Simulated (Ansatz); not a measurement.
**CH5GeN: one species, many methods**

One table from this session's results is given with a row withheld; the runs are named, their logs left out.

Program: Ansatz 0.2.0, Gaussian basis. Level of theory: functionals in def2-TZVPP, the program's frozen cores in correlated methods. These are calculated values, not measurements.

The runs, in order: LDA (SPW92), PBE-D4, revPBE-D4, BLYP-D4, r2SCAN-D4, B97M-V, PBE0-D4, B3LYP-D4, r2SCANh-D4, r2SCAN0-D4, HSE06-D4, BHLYP-D4, CAM-B3LYP-D4, LC-ωPBE, ωB97X-V, ωB97M-V, B2PLYP, PBE-QIDH; CCSD(T)/def2-SVP; CCSD(T)/def2-TZVPP; MP2/def2-QZVPP; extrapolation to the limit; RPA on PBE.

## Structure used throughout

All runs share one geometry, relaxed beforehand with PBE0-D4 in a triple-zeta def2 set.

SMILES `[CH2]1[NH][GeH2]1`, 8 atoms, charge 0, spin multiplicity 1.

Atoms are counted from 1 here; the program's logs count them from 0.

Bond lengths: C1–N2 1.475 Å, C1–Ge3 1.917 Å, C1–H4 1.086 Å, C1–H5 1.088 Å, N2–Ge3 1.880 Å, N2–H6 1.014 Å, Ge3–H7 1.526 Å, Ge3–H8 1.523 Å. Angles: N2–C1–Ge3 65.8°, N2–C1–H4 114.2°, N2–C1–H5 118.6°, Ge3–C1–H4 119.8°, Ge3–C1–H5 117.3°, H4–C1–H5 113.3°, C1–N2–Ge3 68.5°, C1–N2–H6 111.7°, Ge3–N2–H6 113.9°, C1–Ge3–N2 45.7°, C1–Ge3–H7 118.2°, C1–Ge3–H8 123.5°, N2–Ge3–H7 116.5°, N2–Ge3–H8 113.4°, H7–Ge3–H8 117.3°.

The first run:

File in.yaml:

```yaml
crystal:
  periodic: [false, false, false]
  atoms:
    - {symbol: C, position_ang: [-0.653675, 0.443204, -0.552971]}
    - {symbol: N, position_ang: [-0.301882, 0.598712, 0.871071]}
    - {symbol: Ge, position_ang: [0.554278, -0.890460, 0.107180]}
    - {symbol: H, position_ang: [-1.694891, 0.188167, -0.728691]}
    - {symbol: H, position_ang: [-0.260376, 1.163318, -1.267842]}
    - {symbol: H, position_ang: [0.310019, 1.392866, 1.020794]}
    - {symbol: H, position_ang: [2.040119, -0.735160, -0.203239]}
    - {symbol: H, position_ang: [0.098509, -2.217747, 0.697898]}
basis:
  gaussian: {orbitals: def2-TZVPP}
hamiltonian: {xc: lda}
output: {orbitals: {seedname: orbitals}}
```

The run is started by

```sh
$ ansatz run in.yaml --threads 2 --pin off --events-out ev --progress --plain --max-ram 4352MiB
```

Steps of the session up to this table: LDA; PBE-D4 (GGA); revPBE-D4 (GGA); BLYP-D4 (GGA); r2SCAN-D4 (meta-GGA); B97M-V (meta-GGA); PBE0-D4 (hybrid); B3LYP-D4 (hybrid); r2SCANh-D4 (hybrid); r2SCAN0-D4 (hybrid); HSE06-D4 (hybrid); BHLYP-D4 (hybrid); CAM-B3LYP-D4 (range-separated); LC-ωPBE (range-separated); ωB97X-V (range-separated); ωB97M-V (range-separated); B2PLYP (double hybrid); PBE-QIDH (double hybrid).

One of the session's tables, all rows but one given; the rest of the session is left out.

It belongs to the step «Orbital energies across the functionals». 

| functional | HOMO (eV) | gap (eV) |
| --- | --- | --- |
| LDA (SPW92) | -5.41 | 4.33 |
| PBE-D4 | -5.25 | 4.37 |
| revPBE-D4 | -5.19 | 4.40 |
| BLYP-D4 | -5.11 | 4.29 |
| r2SCAN-D4 | -5.48 | 4.81 |
| B97M-V | -5.49 | 4.76 |
| PBE0-D4 | -6.40 | 6.35 |
| B3LYP-D4 | -6.19 | 5.88 |
| r2SCANh-D4 | -5.91 | 5.55 |
| r2SCAN0-D4 | -6.56 | 6.63 |
| HSE06-D4 | -6.01 | 5.58 |
| BHLYP-D4 | -7.42 | 8.18 |
| CAM-B3LYP-D4 | -7.70 | 8.61 |
| LC-ωPBE | -9.01 | 11.08 |
| ωB97X-V | ? | ? |
| ωB97M-V | -8.58 | 10.33 |

**Question.** Estimate the row for ωB97X-V.

As computed: HOMO (eV): -8.67; gap (eV): 10.61. In the column «HOMO (eV)» it lies between LC-ωPBE (-9.01) and ωB97M-V (-8.58).
